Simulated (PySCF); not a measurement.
# PmH₅O₅ (-2): ligand-field states

Wanted: ligand-field states for PmH₅O₅ (-2).

Programs: PySCF 2.14.0, with routines of our own; each step states its level. All values are computed. Atoms count from 0.

## 1. The system as given

11 atoms, charge -2, states of the metal's open shell are computed; geometry from: model geometry, bond lengths from ionic radii.

## 2. Ligand-field states: state-averaged CASSCF in water

Job settings and geometry (Å):

```
{"job": {"kind": "lf", "basis": {"metal": "x2c-TZVPall", "ligand": "x2c-SVPall"}, "nevpt": false, "solvent": "water"}, "charge": -2, "metal": "Pm", "open_shell": "f4"}
Pm     0.000000     0.000000     0.000000
O      0.000000     0.000000     2.280000
H      0.800000     0.000000     2.820000
O      0.000000     0.000000    -2.280000
H     -0.800000     0.000000    -2.820000
O      2.280000     0.000000     0.000000
H      2.820000     0.800000     0.000000
O     -1.140000     1.974538     0.000000
H     -2.102820     2.042192     0.000000
O     -1.140000    -1.974538     0.000000
H     -0.717180    -2.842192     0.000000
```

With the program's defaults for keys left out, this is: state-averaged CASSCF of the metal f shell, state-interaction spin-orbit coupling.

Launch:

```
$ OMP_NUM_THREADS=1 python lf_run.py task.json out
```

One launch serves the whole session: the jobs run in the order shown.

The program printed:

```text
basis functions 199, electrons 108, active (4e, 7o)
stage 1: DIIS on the effective Fock matrix, level shift 0.30
cycle   1  E = -10384.4425536805  dE = -1.038e+04  max|g| = 3.730e+00
cycle   2  E = -10388.3966181590  dE = -3.954e+00  max|g| = 3.246e+00
cycle   3  E = -10388.2919799988  dE =  1.046e-01  max|g| = 2.768e+00
cycle   4  E = -10393.9187187774  dE = -5.627e+00  max|g| = 1.880e-01
cycle   5  E = -10394.0293277534  dE = -1.106e-01  max|g| = 2.958e-01
cycle   6  E = -10394.0992359997  dE = -6.991e-02  max|g| = 7.399e-02
cycle   7  E = -10394.1010414487  dE = -1.805e-03  max|g| = 1.154e-01
cycle   8  E = -10394.1010552510  dE = -1.380e-05  max|g| = 8.936e-02
cycle   9  E = -10394.1027908059  dE = -1.736e-03  max|g| = 8.204e-02
cycle  10  E = -10394.1045237735  dE = -1.733e-03  max|g| = 1.007e-01
cycle  11  E = -10394.1064908761  dE = -1.967e-03  max|g| = 8.776e-02
cycle  12  E = -10394.1074838934  dE = -9.930e-04  max|g| = 9.983e-02
cycle  13  E = -10394.1073985992  dE =  8.529e-05  max|g| = 7.665e-02
cycle  14  E = -10394.1079737286  dE = -5.751e-04  max|g| = 9.374e-02
cycle  15  E = -10394.1085307543  dE = -5.570e-04  max|g| = 7.408e-02
cycle  16  E = -10394.1089218588  dE = -3.911e-04  max|g| = 7.870e-02
cycle  17  E = -10394.1087208805  dE =  2.010e-04  max|g| = 7.965e-02
stage 2: quasi-Newton rotations from the point of smallest gradient
cycle  19  E = -10394.1111575752  dE = -1.192e-02  max|g| = 2.007e-02
cycle  20  E = -10394.1121000238  dE = -9.424e-04  max|g| = 1.510e-02
cycle  21  E = -10394.1123786292  dE = -2.786e-04  max|g| = 2.146e-03
cycle  22  E = -10394.1123870238  dE = -8.395e-06  max|g| = 5.443e-04
cycle  23  E = -10394.1123881060  dE = -1.082e-06  max|g| = 3.295e-04
cycle  24  E = -10394.1123882526  dE = -1.466e-07  max|g| = 4.833e-05
cycle  25  E = -10394.1123882626  dE = -9.975e-09  max|g| = 2.642e-05
cycle  26  E = -10394.1123882641  dE = -1.488e-09  max|g| = 1.019e-05
cycle  27  E = -10394.1123882642  dE = -1.019e-10  max|g| = 4.407e-06
converged average energy = -10394.1123882642

 mult deg   label        CASSCF/cm-1   NEVPT2/cm-1
   5   1   5I                  0.0
   5   1   5I                  4.6
   5   1   5I                 95.6
   5   1   5I                137.8
   5   1   5I                225.1
   5   1   5I                256.1
   5   1   5I                316.6
   5   1   5I                387.1
   5   1   5I                494.1
   5   1   5I                541.8
   5   1   5I                622.6
   5   1   5I                998.9
   5   1   5I               1010.0
   5   1   5F              14823.9
   5   1   5F              14826.6
   5   1   5F              14870.3
   5   1   5F              15047.9
   5   1   5S              15078.1
   5   1   5F              15167.1
   5   1   5F              15288.0
   5   1   5F              15705.4
   3   2   3K              17795.8
   3   1   3K              17873.2
   3   1   3K              17898.3
   3   1   3K              17902.0
   3   1   3K              17905.4
   3   1   3K              17916.8
   3   1   3K              17939.8
   3   1   3K              17943.0
   3   1   3K              17946.4
   3   1   3K              17951.3
   3   1   3K              17965.7
   3   1   3K              18001.0
   3   1   3K              18018.8
   3   1   3K              18031.5
   3   1   3H              22467.6
   3   1   3H              22514.8
   3   1   3H              22547.5
   3   1   3H              22589.7
   3   1   3H              22684.3
   3   1   3H              22720.2
   3   1   3H              22775.8
   3   1   3H              22798.6
   3   1   3H              22837.9
   5   1   5G              23083.1
   5   1   5G              23289.7
   5   1   5G              23295.0
   5   1   5G              23320.3
   5   1   5G              23407.8
   3   2   3H              23483.2
   5   1   5G              23803.2
   5   1   5G              23931.1
   5   1   5G              23949.8
   5   1   5G              24099.2
   3   2   3L              24246.3
   3   1   3G              24277.9
   3   1   3G              24376.6
   3   1   3G              24411.8
   3   1   3G              24435.6
   3   1   3G              24458.4

spin-orbit levels / cm-1
      0.00  x1  5I 0.22 5I 0.22 5I 0.18
    131.47  x1  5I 0.22 5I 0.22 5I 0.10
    182.75  x1  5I 0.20 5I 0.19 5I 0.10
    189.03  x1  5I 0.19 5I 0.17 5I 0.10
    218.04  x1  5I 0.16 5I 0.14 5I 0.12
    222.10  x1  5I 0.16 5I 0.13 5I 0.12
    266.89  x1  5I 0.23 5I 0.14 5I 0.14
    522.11  x1  5I 0.20 5I 0.19 5I 0.14
    555.09  x1  5I 0.21 5I 0.21 5I 0.12
   1644.69  x1  5I 0.23 5I 0.15 5I 0.13
   1669.52  x1  5I 0.22 5I 0.16 5I 0.14
   1686.94  x1  5I 0.17 5I 0.16 5I 0.15
   1731.08  x1  5I 0.23 5I 0.19 5I 0.17
   1744.53  x1  5I 0.23 5I 0.19 5I 0.16
   1763.24  x1  5I 0.21 5I 0.18 5I 0.14
   1772.79  x1  5I 0.23 5I 0.19 5I 0.18
   1919.07  x1  5I 0.21 5I 0.20 5I 0.18
   1924.82  x1  5I 0.23 5I 0.23 5I 0.16
   1959.64  x1  5I 0.22 5I 0.20 5I 0.17
   1959.79  x1  5I 0.22 5I 0.20 5I 0.17
   3314.84  x1  5I 0.30 5I 0.23 5I 0.22
   3349.80  x1  5I 0.24 5I 0.22 5I 0.12
   3383.46  x1  5I 0.26 5I 0.13 5I 0.12
   3385.08  x1  5I 0.26 5I 0.16 5I 0.16
   3423.82  x1  5I 0.20 5I 0.13 5I 0.13
   3425.24  x1  5I 0.27 5I 0.20 5I 0.14
   3432.62  x1  5I 0.35 5I 0.17 5I 0.13
   3442.99  x1  5I 0.28 5I 0.17 5I 0.15
   3454.15  x1  5I 0.26 5I 0.18 5I 0.15
   3628.11  x1  5I 0.24 5I 0.22 5I 0.09
```

Wall time 37 s (1 thread of Intel Xeon Platinum 8375C at 2.90GHz, shared host); peak memory 0.59 GiB.

Warnings kept with the result: spin Hamiltonian not valid, low-lying orbital states.

From this job:

```csv
quantity,value
spin-orbit constant ζ,1055 cm⁻¹
```

Powder susceptibility:

```csv
T (K),χT (cm³ K/mol),μ(eff)
2,0.012,0.31
5,0.031,0.49
10,0.061,0.70
20,0.122,0.99
30,0.184,1.21
50,0.307,1.57
75,0.453,1.90
100,0.571,2.14
150,0.717,2.40
200,0.799,2.53
250,0.853,2.61
300,0.895,2.67
```

The fields below are evaluated on a grid from the run's orbitals.

The spin density lies nearest to Pm0 99 %.

## 3. Ligand-field states: state-averaged CASSCF (solvent toluene) in toluene

Settings changed since step 2:

```diff
@@ -1,2 +1,2 @@
-{"job": {"kind": "lf", "basis": {"metal": "x2c-TZVPall", "ligand": "x2c-SVPall"}, "nevpt": false, "solvent": "water"}, "charge": -2, "metal": "Pm", "open_shell": "f4"}
+{"job": {"kind": "lf", "basis": {"metal": "x2c-TZVPall", "ligand": "x2c-SVPall"}, "nevpt": false, "solvent": "toluene"}, "charge": -2, "metal": "Pm", "open_shell": "f4"}
 Pm     0.000000     0.000000     0.000000
```

With the program's defaults for keys left out, this is: state-averaged CASSCF of the metal f shell, state-interaction spin-orbit coupling.

The program printed:

```text
basis functions 199, electrons 108, active (4e, 7o)
stage 1: DIIS on the effective Fock matrix, level shift 0.30
cycle   1  E = -10384.2719750253  dE = -1.038e+04  max|g| = 3.724e+00
cycle   2  E = -10388.4817443442  dE = -4.210e+00  max|g| = 3.173e+00
cycle   3  E = -10388.8261454275  dE = -3.444e-01  max|g| = 2.402e+00
cycle   4  E = -10393.7762528983  dE = -4.950e+00  max|g| = 2.056e-01
cycle   5  E = -10393.8793518458  dE = -1.031e-01  max|g| = 2.766e-01
cycle   6  E = -10393.9491408906  dE = -6.979e-02  max|g| = 9.160e-02
cycle   7  E = -10393.9502001156  dE = -1.059e-03  max|g| = 1.178e-01
cycle   8  E = -10393.9496779058  dE =  5.222e-04  max|g| = 1.078e-01
cycle   9  E = -10393.9530210732  dE = -3.343e-03  max|g| = 8.875e-02
cycle  10  E = -10393.9557554293  dE = -2.734e-03  max|g| = 1.176e-01
cycle  11  E = -10393.9584799643  dE = -2.725e-03  max|g| = 1.045e-01
cycle  12  E = -10393.9589108697  dE = -4.309e-04  max|g| = 1.144e-01
cycle  13  E = -10393.9585457077  dE =  3.652e-04  max|g| = 1.132e-01
cycle  14  E = -10393.9584984587  dE =  4.725e-05  max|g| = 9.343e-02
cycle  15  E = -10393.9578750019  dE =  6.235e-04  max|g| = 1.117e-01
cycle  16  E = -10393.9552383813  dE =  2.637e-03  max|g| = 1.299e-01
cycle  17  E = -10393.9488571772  dE =  6.381e-03  max|g| = 1.854e-01
cycle  18  E = -10393.9369887961  dE =  1.187e-02  max|g| = 2.517e-01
stage 2: quasi-Newton rotations from the point of smallest gradient
cycle  20  E = -10393.9649832410  dE = -1.196e-02  max|g| = 1.862e-02
cycle  21  E = -10393.9656523580  dE = -6.691e-04  max|g| = 1.504e-02
cycle  22  E = -10393.9658120438  dE = -1.597e-04  max|g| = 4.421e-03
cycle  23  E = -10393.9658184982  dE = -6.454e-06  max|g| = 3.571e-04
cycle  24  E = -10393.9658190132  dE = -5.151e-07  max|g| = 2.325e-04
cycle  25  E = -10393.9658190819  dE = -6.871e-08  max|g| = 7.062e-05
cycle  26  E = -10393.9658190901  dE = -8.193e-09  max|g| = 1.465e-05
cycle  27  E = -10393.9658190911  dE = -9.823e-10  max|g| = 5.042e-06
converged average energy = -10393.9658190911

 mult deg   label        CASSCF/cm-1   NEVPT2/cm-1
   5   1   5I                  0.0
   5   1   5I                  5.0
   5   1   5I                 99.1
   5   1   5I                139.2
   5   1   5I                211.4
   5   1   5I                253.9
   5   1   5I                304.8
   5   1   5I                376.6
   5   1   5I                487.2
   5   1   5I                532.5
   5   1   5I                616.8
   5   1   5I               1004.5
   5   1   5I               1015.2
   5   1   5F              14823.8
   5   1   5F              14826.4
   5   1   5F              14848.7
   5   1   5F              15023.6
   5   1   5S              15076.6
   5   1   5F              15169.1
   5   1   5F              15294.6
   5   1   5F              15709.9
   3   2   3K              17792.0
   3   1   3K              17872.3
   3   1   3K              17894.1
   3   1   3K              17901.2
   3   1   3K              17904.0
   3   1   3K              17914.7
   3   2   3K              17940.1
   3   1   3K              17943.2
   3   1   3K              17952.0
   3   1   3K              17965.8
   3   1   3K              17997.7
   3   1   3K              18016.2
   3   1   3K              18029.6
   3   1   3H              22469.2
   3   1   3H              22521.9
   3   1   3H              22558.4
   3   1   3H              22588.6
   3   1   3H              22675.6
   3   1   3H              22719.3
   3   1   3H              22757.7
   3   1   3H              22785.0
   3   1   3H              22818.7
   5   1   5G              23086.5
   5   1   5G              23292.7
   5   1   5G              23298.4
   5   1   5G              23322.2
   5   1   5G              23411.2
   3   2   3H              23494.3
   5   1   5G              23801.5
   5   1   5G              23927.9
   5   1   5G              23948.8
   5   1   5G              24097.6
   3   2   3L              24235.3
   3   1   3G              24285.9
   3   1   3G              24375.2
   3   1   3G              24412.6
   3   1   3G              24438.6
   3   1   3G              24456.8
   3   1   3G              24470.6

spin-orbit levels / cm-1
      0.00  x1  5I 0.22 5I 0.21 5I 0.18
    129.82  x1  5I 0.23 5I 0.22 5I 0.09
    168.54  x1  5I 0.23 5I 0.20 5I 0.12
    182.49  x1  5I 0.17 5I 0.16 5I 0.13
    207.00  x1  5I 0.14 5I 0.13 5I 0.12
    212.50  x1  5I 0.16 5I 0.16 5I 0.13
    253.34  x1  5I 0.22 5I 0.15 5I 0.14
    523.63  x1  5I 0.20 5I 0.20 5I 0.14
    556.76  x1  5I 0.21 5I 0.21 5I 0.11
   1641.13  x1  5I 0.25 5I 0.16 5I 0.13
   1660.25  x1  5I 0.22 5I 0.18 5I 0.14
   1676.15  x1  5I 0.17 5I 0.15 5I 0.15
   1720.64  x1  5I 0.22 5I 0.18 5I 0.15
   1731.99  x1  5I 0.23 5I 0.19 5I 0.16
   1754.89  x1  5I 0.23 5I 0.20 5I 0.13
   1759.67  x1  5I 0.24 5I 0.19 5I 0.18
   1917.88  x1  5I 0.21 5I 0.20 5I 0.17
   1924.00  x1  5I 0.23 5I 0.23 5I 0.14
   1962.45  x1  5I 0.20 5I 0.17 5I 0.17
   1962.60  x1  5I 0.20 5I 0.19 5I 0.17
   3309.05  x1  5I 0.29 5I 0.24 5I 0.21
   3342.79  x1  5I 0.26 5I 0.23 5I 0.13
   3373.55  x1  5I 0.26 5I 0.12 5I 0.12
   3374.68  x1  5I 0.26 5I 0.16 5I 0.15
   3412.29  x1  5I 0.27 5I 0.22 5I 0.14
   3420.07  x1  5I 0.17 5I 0.13 5I 0.13
   3421.72  x1  5I 0.34 5I 0.17 5I 0.14
   3432.62  x1  5I 0.32 5I 0.19 5I 0.13
   3447.07  x1  5I 0.21 5I 0.20 5I 0.16
   3626.64  x1  5I 0.25 5I 0.21 5I 0.09
```

Wall time 32 s (1 thread of Intel Xeon Platinum 8375C at 2.90GHz, shared host); peak memory 0.62 GiB.

Warnings kept with the result: spin Hamiltonian not valid, low-lying orbital states.

Key values:

```csv
quantity,value
spin-orbit constant ζ,1056 cm⁻¹
```

Powder susceptibility:

```csv
T (K),χT (cm³ K/mol),μ(eff)
2,0.012,0.32
20,0.124,1.00
100,0.583,2.16
300,0.898,2.68
```

## 4. Ligand-field states: state-averaged CASSCF (basis 6-311G) in water

Settings changed since step 3:

```diff
@@ -1,2 +1,2 @@
-{"job": {"kind": "lf", "basis": {"metal": "x2c-TZVPall", "ligand": "x2c-SVPall"}, "nevpt": false, "solvent": "toluene"}, "charge": -2, "metal": "Pm", "open_shell": "f4"}
+{"job": {"kind": "lf", "basis": "6-311G", "nevpt": false, "solvent": "water", "max_cycle": 71}, "charge": -2, "metal": "Pm", "open_shell": "f4"}
 Pm     0.000000     0.000000     0.000000
```

With the program's defaults for keys left out, this is: state-averaged CASSCF of the metal shell.

The program printed:

```text
KeyError: 'Element pm (Z=61) not found in basis 6-311G version 0'
```

Wall time 0.01 s (1 thread of Intel Xeon Platinum 8375C at 2.90GHz, shared host).

Diagnosis: The basis 6-311G has no functions for an element of the molecule, so the input was refused before any integral. Cure: choose a basis that covers all elements.

## 5. The runs side by side

From the CASSCF states (cm⁻¹; the spread is that of the fitted one-electron ligand-field levels):

```csv
step,setting,ground state,next state,orbital spread,ζ,"μ(eff), 300 K"
2,as given,5I,5I at 5,1760,1055,2.67
3,solvent toluene,5I,5I at 5,1802,1056,2.68
```

## 6. What came out

```
                                                         quantity                               value
   spin-orbit constant ζ (step 2, state-averaged CASSCF in water)                           1055 cm⁻¹
ground multiplicity, μ(eff) at 300 K (step 2, 5 donors at 2.28 Å)                          5, 2.67 μB
ground multiplicity, μ(eff) at 300 K (step 3, 5 donors at 2.28 Å)                          5, 2.68 μB
                                                             runs  1 failed, 0 ended on unsound input
```

In words: In step 2, χT goes from 0.01 at 2 K to 0.90 cm³ K/mol at 300 K, as higher levels fill or mix in.
